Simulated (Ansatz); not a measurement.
# V3Pt (Pm-3m): frozen displacement of one atom, by script

Wanted for V3Pt (Pm-3m): a frozen displacement of one atom.

All numbers are computed with the Python package of Ansatz 0.2.0. Level of theory: DFT PBEsol, plane waves, PAW.

## Step 1: The system

The structure is cubic, space group Pm-3m (No. 221). The conventional cell has a = 3.918 Å, b = 3.918 Å, c = 3.918 Å, α = 90.00°, β = 90.00°, γ = 90.00°. V (site symmetry 4/mmm) is surrounded by 8 V at 2.77 Å and 4 Pt at 2.77 Å. Pt (site symmetry m-3m) is surrounded by 12 V at 2.77 Å.

Input file v3pt.xyz:

```xyz
4
Lattice="3.918 0.0 0.0 0.0 3.918 0.0 0.0 0.0 3.918" Properties=species:S:1:pos:R:3:initial_magmoms:R:1 pbc="T T T"
V     0.00000000    1.95900000    1.95900000  1.50
V     1.95900000    0.00000000    1.95900000  1.50
V     1.95900000    1.95900000    0.00000000  1.50
Pt    0.00000000    0.00000000    0.00000000  0.00
```

## Step 2: The code

Contents of push.py:

```python
"""Energy and force of V3Pt as one atom is pushed off its site."""

import ansatz as az
import numpy as np

cell = az.Crystal.from_extxyz("v3pt.xyz")

inverse = np.linalg.inv(np.array(cell.lattice.vectors))
home = np.array(cell.sites[3].position)
values = np.linspace(-0.02, 0.02, 5)
energies, pulls = [], []
for shift in values:
    moved = cell.move(3, to=home + shift * inverse[0])
    calculation = moved.calculation()
    calculation = calculation.functional(az.Functional.PBESOL).pseudopotentials("paw")
    calculation = calculation.kpoints(6, 6, 6)
    calculation = calculation.occupations(az.OccupationsMethod.FERMI_DIRAC, width=0.15)
    calculation = calculation.spin(az.SpinTreatment.COLLINEAR).forces()
    summary = calculation.run().report
    energies.append(summary["free_energy_ev"])
    pulls.append(summary["forces_ev_ang"][3][0])

# the force is minus the slope of the free energy
print("shift (A)   dE (eV)   force along x (eV/A)")
for shift, e, f in zip(values, energies, pulls):
    print(f"{shift:8.3f} {e - energies[2]:10.5f} {f:12.4f}")
print(f"stiffness from energies {2 * np.polyfit(values, energies, 2)[0]:.3f}, from forces {-np.polyfit(values, pulls, 1)[0]:.3f} eV/A^2")
```

## Step 3: The input behind the calls

The engine receives this input (first run):

```yaml
crystal:
  lattice:
    - [3.918, 0.0, 0.0]
    - [0.0, 3.918, 0.0]
    - [0.0, 0.0, 3.918]
  atoms:
    - { symbol: V, position: [0.0, 0.5, 0.5], spin: 1.5 }
    - { symbol: V, position: [0.5, 0.0, 0.5], spin: 1.5 }
    - { symbol: V, position: [0.5, 0.5, 0.0], spin: 1.5 }
    - { symbol: Pt, position: [-0.005104645227156712, 0.0, 0.0], spin: 0.0 }
kpoints:
  mp_grid:
    grid: [6, 6, 6]
hamiltonian:
  xc: pbesol
  pseudopotentials:
    kind: paw
magnetization:
  spin_polarized: true
scf:
  occupations:
    method: fermi_dirac
    width: 0.15
output:
  forces: true
```

## Step 4: Running it

The run is started by

```sh
> python push.py
```

What it wrote:

```text
DeckWarning: basis.ecutwfc = 420 eV, auto-derived from the records' recommended cutoffs: set by V (normal level)
RunWarning: the starting moments were not kept: the SCF closed with an absolute magnetisation of 2.0e-5 μB, where they sum to 4.5 μB in size (3 sites). That is at most 0.1 of that sum. Measured as dr2_m measures the in/out step, that magnetisation stands 1.1e-10 eV from none, at or under the dr2_threshold of 1.0e-7 eV: it is no larger than a step whose dr2_m would equal this threshold. The system [...]
shift (A)   dE (eV)   force along x (eV/A)
  -0.020    0.00143       0.1431
  -0.010    0.00036       0.0716
   0.000    0.00000      -0.0000
   0.010    0.00036      -0.0716
   0.020    0.00143      -0.1431
stiffness from energies 7.159, from forces 7.158 eV/A^2
```

(Warnings from the package without file and line, shortened, repeats left out.)

Run time: 1.8 min. Hardware: 1 thread of Arm Neoverse V2, shared host; peak memory 0.53 GiB.

## Step 5: Inputs of later runs

The engine's inputs for some of the other runs:

Run 3, against run 1:

```diff
@@ -10 +10 @@
-    - { symbol: Pt, position: [-0.005104645227156712, 0.0, 0.0], spin: 0.0 }
+    - { symbol: Pt, position: [0.0, 0.0, 0.0], spin: 0.0 }
```

Run 4, against run 1:

```diff
@@ -10 +10 @@
-    - { symbol: Pt, position: [-0.005104645227156712, 0.0, 0.0], spin: 0.0 }
+    - { symbol: Pt, position: [0.0025523226135783558, 0.0, 0.0], spin: 0.0 }
```

Run 5, against run 1:

```diff
@@ -10 +10 @@
-    - { symbol: Pt, position: [-0.005104645227156712, 0.0, 0.0], spin: 0.0 }
+    - { symbol: Pt, position: [0.005104645227156712, 0.0, 0.0], spin: 0.0 }
```

## Step 6: The runs side by side

From the records of these 5 runs:

```
run  shift of atom 4 from run 1 (Å)  energy from run 3 (meV/atom)  SCF cycles  CPU time (s)
  1                           0.000                          0.36          13            24
  2                           0.010                          0.09          13            24
  3                           0.020                          0.00          12           7.4
  4                           0.030                          0.09          13            24
  5                           0.040                          0.36          13            24
```

Energies are free energies F = E - TS of the smeared occupations. 

## Step 7: Results

```
                                    quantity          value
                               runs compared              5
                             range of energy  0.36 meV/atom
lowest point, shift of atom 4 from run 1 (Å)          0.020
```

In words: The curvature of the energy gives 7.159 eV/Å² and the slope of the force 7.158 eV/Å², a positive curvature. Notes:
- The SCF didn't keep the moments it started from (some shrank, vanished or turned); what is printed is the state reached.
- For a metal this k-point mesh is coarse: on a finer one energies can move by several to tens of meV an atom and pressures by half a GPa or more, differences at one mesh by less.
- In a metal a curvature from energy changes of a few meV or less hangs on mesh and smearing, in size and even in sign.
- Spin-orbit coupling, which matters for elements this heavy, is left out.
- All periodic images of the atom move with it, so the curvature is one diagonal element of the zone-centre force constants and no normal mode; a positive value doesn't exclude soft modes in which several atoms move. The starting moments were not kept in at least one run, so it stands on a weaker or other magnetic state than the one typed.
